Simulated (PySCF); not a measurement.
# C4H5BClN: reorganisation energies

Wanted: reorganisation energies for C4H5BClN (`ClC1=CBNC=C1`).

Programs: PySCF 2.14.0, with routines of our own; each step states its level. All values are computed. Atoms count from 0.

## (1) The starting structure

12 atoms, charge 0, multiplicity 1; geometry from: GFN2-xTB.

## (2) Relaxing the molecule at BHandHLYP/def2-SVP

The job: settings as JSON, then the geometry in Å.

```
{"job": {"xc": "BHandHLYP", "basis": "def2-SVP", "grid": 1, "kind": "geom"}, "charge": 0, "multiplicity": 1}
Cl     3.053400    -0.308205    -0.059314
C      1.330075    -0.072071    -0.027755
C      0.789480     1.175196    -0.024283
B     -0.719184     1.308794     0.003831
N     -1.426547     0.082156     0.025330
C     -0.820128    -1.126497     0.020380
C      0.533573    -1.239820    -0.005663
H      1.461733     2.021150    -0.041600
H     -1.316176     2.313905     0.008863
H     -2.436764     0.060000     0.045665
H     -1.450426    -2.005714     0.038042
H      1.002162    -2.209579    -0.009523
```

Started as:

```console
$ OMP_NUM_THREADS=1 python excited_run.py task.json out
```

This one command runs all jobs of the session in turn.

Log:

```text
step   0  E = -694.82099715  max force = 0.012613
step   1  E = -694.82164460  max force = 0.002392
step   2  E = -694.82164387  max force = 0.001751
step   3  E = -694.82165749  max force = 0.000755
step   4  E = -694.82165989  max force = 0.000216
optimisation converged
```

It took 22 s on 1 thread of Arm Neoverse V1, shared host; peak memory 0.53 GiB.

Relaxation path:

| step | energy from step 0 (eV) | largest force component (eV/Å) |
| --- | --- | --- |
| 0 | 0.0000 | 0.6486 |
| 1 | -0.0176 | 0.1230 |
| 2 | -0.0176 | 0.0900 |
| 3 | -0.0180 | 0.0388 |
| 4 | -0.0180 | 0.0111 |

Distances of close pairs at the start and the end, largest changes first:

| bond | before (Å) | after (Å) | change (Å) |
| --- | --- | --- | --- |
| B3–H8 | 1.169 | 1.197 | +0.028 |
| B3–N4 | 1.416 | 1.427 | +0.011 |
| C1–C6 | 1.414 | 1.422 | +0.009 |
| N4–H9 | 1.011 | 1.005 | -0.005 |
| C6–H11 | 1.077 | 1.081 | +0.004 |
| C2–H7 | 1.081 | 1.084 | +0.003 |
| C5–H10 | 1.082 | 1.085 | +0.003 |
| Cl0–C1 | 1.740 | 1.742 | +0.002 |

The next job starts from the end point, and lists it.

| at the end point | value |
| --- | --- |
| point group (found at 0.08 Å tolerance) | Cs |
| rotational constants (GHz, main isotopes) | 5.672, 1.531, 1.206 |
| dipole moment (D) | 3.28 |

## (3) Relaxation after adding or removing an electron (C₄H₅BClN+ (doublet)): UKS BHandHLYP/def2-SVP

The job: settings as JSON, then the geometry in Å.

```
{"job": {"kind": "ionopt", "ions": [1], "xc": "BHandHLYP", "basis": "def2-SVP", "grid": 1}, "charge": 1, "multiplicity": 2}
Cl     2.958605    -0.355569    -0.116729
C      1.235236    -0.115201    -0.034960
C      0.705180     1.138720    -0.014583
B     -0.800931     1.265699     0.056679
N     -1.516724     0.031631     0.095904
C     -0.911071    -1.179373     0.071781
C      0.439487    -1.293439     0.007626
H      1.381871     1.984883    -0.049807
H     -1.424697     2.287056     0.081532
H     -2.520818     0.023212     0.144320
H     -1.547205    -2.057235     0.105216
H      0.906925    -2.268070    -0.011046
```

Method: UKS BHandHLYP/def2-SVP geometry optimisation of the ion from the geometry of its parent, gas phase.

Log:

```text
step       E/Eh        max force   <S^2>
  0    -694.50282829   0.070644   0.7913
  1    -694.51117366   0.022587   0.7899
  2    -694.51444422   0.006029   0.7895
  3    -694.51433217   0.010341   0.7889
  4    -694.51510952   0.001964   0.7879
  5    -694.51509391   0.001752   0.7886
  6    -694.51513367   0.000469   0.7884
  7    -694.51513678   0.000430   0.7882
optimisation converged
```

Run time: 75 s. Hardware: 1 thread of Arm Neoverse V1, shared host; peak memory 0.65 GiB.

From this job:

| quantity | value |
| --- | --- |
| geometry moved (RMSD) | 0.033 Å |
| ⟨S²⟩ | 0.788 |

Bonds of the start that changed most:

| bond | start (Å) | end (Å) |
| --- | --- | --- |
| C5–C6 | 1.357 | 1.413 |
| C1–C2 | 1.361 | 1.405 |
| Cl0–C1 | 1.742 | 1.700 |
| C2–B3 | 1.513 | 1.551 |
| N4–C5 | 1.354 | 1.316 |
| C6–C1 | 1.422 | 1.387 |

Mulliken spin populations:

| atom | value (e) |
| --- | --- |
| Cl0 | 0.00 |
| C1 | -0.24 |
| C2 | 0.67 |
| B3 | 0.13 |
| N4 | 0.02 |
| C5 | 0.19 |
| C6 | 0.29 |
| H7 | -0.03 |
| H8 | -0.01 |
| H9 | 0.00 |
| H10 | -0.01 |
| H11 | -0.01 |

## (4) Relaxation after adding or removing an electron (C₄H₅BClN− (doublet)): UKS BHandHLYP/def2-SVP

Settings changed since step 3:

```diff
@@ -1,2 +1,2 @@
-{"job": {"kind": "ionopt", "ions": [1], "xc": "BHandHLYP", "basis": "def2-SVP", "grid": 1}, "charge": 1, "multiplicity": 2}
+{"job": {"kind": "ionopt", "ions": [-1], "xc": "BHandHLYP", "basis": "def2-SVP", "grid": 1}, "charge": -1, "multiplicity": 2}
 Cl     2.958605    -0.355569    -0.116729
```

Level: UKS BHandHLYP/def2-SVP geometry optimisation of the ion from the geometry of its parent, gas phase.

Log:

```text
step       E/Eh        max force   <S^2>
  0    -694.77692443   0.094799   0.7857
  1    -694.78678032   0.010787   0.7854
  2    -694.78739199   0.004872   0.7854
  3    -694.78739406   0.003630   0.7855
  4    -694.78759407   0.000842   0.7852
  5    -694.78759287   0.001308   0.7850
  6    -694.78762859   0.000594   0.7850
  7    -694.78762551   0.000953   0.7850
  8    -694.78763464   0.000268   0.7850
optimisation converged
```

It took 79 s on 1 thread of Arm Neoverse V1, shared host; peak memory 0.68 GiB.

Key values:

| quantity | value |
| --- | --- |
| geometry moved (RMSD) | 0.035 Å |
| ⟨S²⟩ | 0.785 |

Bonds of the start that changed most:

| bond | start (Å) | end (Å) |
| --- | --- | --- |
| C1–C2 | 1.361 | 1.430 |
| N4–C5 | 1.354 | 1.403 |
| Cl0–C1 | 1.742 | 1.786 |
| C6–C1 | 1.422 | 1.389 |
| C2–B3 | 1.513 | 1.481 |
| C5–C6 | 1.357 | 1.385 |

## (5) Reorganisation energies: UKS BHandHLYP/def2-SVP

Settings changed since step 4:

```diff
@@ -1,2 +1,2 @@
-{"job": {"kind": "ionopt", "ions": [-1], "xc": "BHandHLYP", "basis": "def2-SVP", "grid": 1}, "charge": -1, "multiplicity": 2}
+{"job": {"kind": "reorg", "ions": [1, -1], "xc": "BHandHLYP", "basis": "def2-SVP", "grid": 1}, "charge": 0, "multiplicity": 1}
 Cl     2.958605    -0.355569    -0.116729
```

Level: UKS BHandHLYP/def2-SVP four-point reorganisation energy, gas phase.

Log:

```text
final grid: 49696 points
cycle   1  E = -694.7669030484  dE =  1.358e+00  |g| = 4.199e-01  |ddm| = 3.937e+00
cycle   2  E = -694.7806747758  dE = -1.377e-02  |g| = 4.031e-01  |ddm| = 9.196e-01
cycle   3  E = -694.8203224893  dE = -3.965e-02  |g| = 6.541e-02  |ddm| = 4.722e-01
cycle   4  E = -694.8213812976  dE = -1.059e-03  |g| = 3.165e-02  |ddm| = 1.138e-01
cycle   5  E = -694.8216431786  dE = -2.619e-04  |g| = 7.827e-03  |ddm| = 4.069e-02
cycle   6  E = -694.8216580840  dE = -1.491e-05  |g| = 2.041e-03  |ddm| = 9.121e-03
cycle   7  E = -694.8216594403  dE = -1.356e-06  |g| = 1.132e-03  |ddm| = 3.531e-03
cycle   8  E = -694.8216598493  dE = -4.090e-07  |g| = 2.637e-04  |ddm| = 1.519e-03
cycle   9  E = -694.8216598925  dE = -4.320e-08  |g| = 7.916e-05  |ddm| = 7.028e-04
cycle  10  E = -694.8216598953  dE = -2.823e-09  |g| = 2.781e-05  |ddm| = 1.699e-04
cycle  11  E = -694.8216598956  dE = -3.105e-10  |g| = 7.978e-06  |ddm| = 4.482e-05
converged SCF energy = -694.8216598956

hole transfer: vertical 8.5778 eV, relaxation of the ion converged
  adiabatic 8.3409 eV, lambda(ion) 0.2369, lambda(parent) 0.2312, total 0.4681 eV

electron transfer: vertical -1.1824 eV, relaxation of the ion converged
  adiabatic -0.9259 eV, lambda(ion) 0.2565, lambda(parent) 0.2672, total 0.5237 eV
```

It took 3 s on 1 thread of Arm Neoverse V1, shared host; peak memory 0.62 GiB.

## (6) What came out

| quantity | value |
| --- | --- |
| point group | Cs |
| rotational constants (main isotopes) | 5.67, 1.53, 1.21 GHz |
| geometry moved (RMSD) (step 3, UKS BHandHLYP/def2-SVP) | 0.033 Å |
| geometry moved (RMSD) (step 4, UKS BHandHLYP/def2-SVP) | 0.035 Å |
| hole reorganisation energy (step 5, UKS BHandHLYP/def2-SVP) | 0.4681 eV |
| electron reorganisation energy (step 5, UKS BHandHLYP/def2-SVP) | 0.5237 eV (the anion is unbound at the neutral's geometry) |

What this shows: The optimisation took 4 steps and gained 0.018 eV; among the close pairs (by a distance rule), B3–H8 changed most, from 1.169 to 1.197 Å. In step 3 (relaxation after adding or removing an electron), among the bonds C5–C6 changes most, from 1.357 to 1.413 Å. The extra electron is unbound or barely bound here, so the anion's values hang on the basis. In step 4 (relaxation after adding or removing an electron), among the bonds C1–C2 changes most, from 1.361 to 1.430 Å.
